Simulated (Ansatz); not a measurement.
# C3H8BF: the cost of one run

The runs use Ansatz 0.2.0, Gaussian basis; the settings change from run to run.

### 1 The geometry

The structure was relaxed beforehand with PBE0-D4 in a triple-zeta def2 set.

SMILES `BC(C)(C)F`, 13 atoms, charge 0, spin multiplicity 1.

Atoms are counted from 1 here; the program's logs count them from 0.

Bond lengths: B1–C2 1.563 Å, B1–H6 1.196 Å, B1–H7 1.193 Å, C2–C3 1.523 Å, C2–C4 1.523 Å, C2–F5 1.409 Å, C3–H8 1.092 Å, C3–H9 1.093 Å, C3–H10 1.091 Å, C4–H11 1.092 Å, C4–H12 1.091 Å, C4–H13 1.093 Å. Angles: C2–B1–H6 118.2°, C2–B1–H7 121.4°, H6–B1–H7 120.4°, B1–C2–C3 110.5°, B1–C2–C4 110.7°, B1–C2–F5 111.0°, C3–C2–C4 111.3°, C3–C2–F5 106.6°, C4–C2–F5 106.7°, C2–C3–H8 111.3°, C2–C3–H9 109.2°, C2–C3–H10 110.9°, H8–C3–H9 108.1°, H8–C3–H10 108.6°, H9–C3–H10 108.8°, C2–C4–H11 111.3°, C2–C4–H12 110.8°, C2–C4–H13 109.2° and more.

### 2 B97M-V/cc-pVDZ

Set apart from the defaults: charge +1, multiplicity 2.

in.yaml reads:

```yaml
crystal:
  periodic: [false, false, false]
  atoms:
    - {symbol: B, position_ang: [-1.065823, 1.121868, -0.368672]}
    - {symbol: C, position_ang: [0.170195, 0.167396, -0.310358]}
    - {symbol: C, position_ang: [0.913629, 0.339079, 1.008225]}
    - {symbol: C, position_ang: [-0.257584, -1.279510, -0.518912]}
    - {symbol: F, position_ang: [1.090251, 0.468181, -1.334645]}
    - {symbol: H, position_ang: [-1.931318, 0.976033, 0.444255]}
    - {symbol: H, position_ang: [-1.152744, 1.976912, -1.196286]}
    - {symbol: H, position_ang: [1.253366, 1.368644, 1.141482]}
    - {symbol: H, position_ang: [1.792513, -0.311344, 1.012507]}
    - {symbol: H, position_ang: [0.275025, 0.071966, 1.851881]}
    - {symbol: H, position_ang: [-0.757330, -1.410907, -1.481266]}
    - {symbol: H, position_ang: [-0.937071, -1.601355, 0.272061]}
    - {symbol: H, position_ang: [0.627188, -1.921760, -0.505574]}
basis:
  gaussian: {orbitals: cc-pVDZ}
total_charge: 1
magnetization: {spin_polarized: true, initial_magnetization: 1}
hamiltonian: {xc: {name: B97M-V}}
output: {forces: true}
```

The run is started by

```sh
> ansatz run in.yaml --threads 4 --pin off --events-out ev --progress --plain --max-ram 10444MiB
```

Q: Estimate wall time and peak memory on 4 threads of Arm Neoverse V1, shared host.

About 11 s, with a peak of 0.45 GiB.
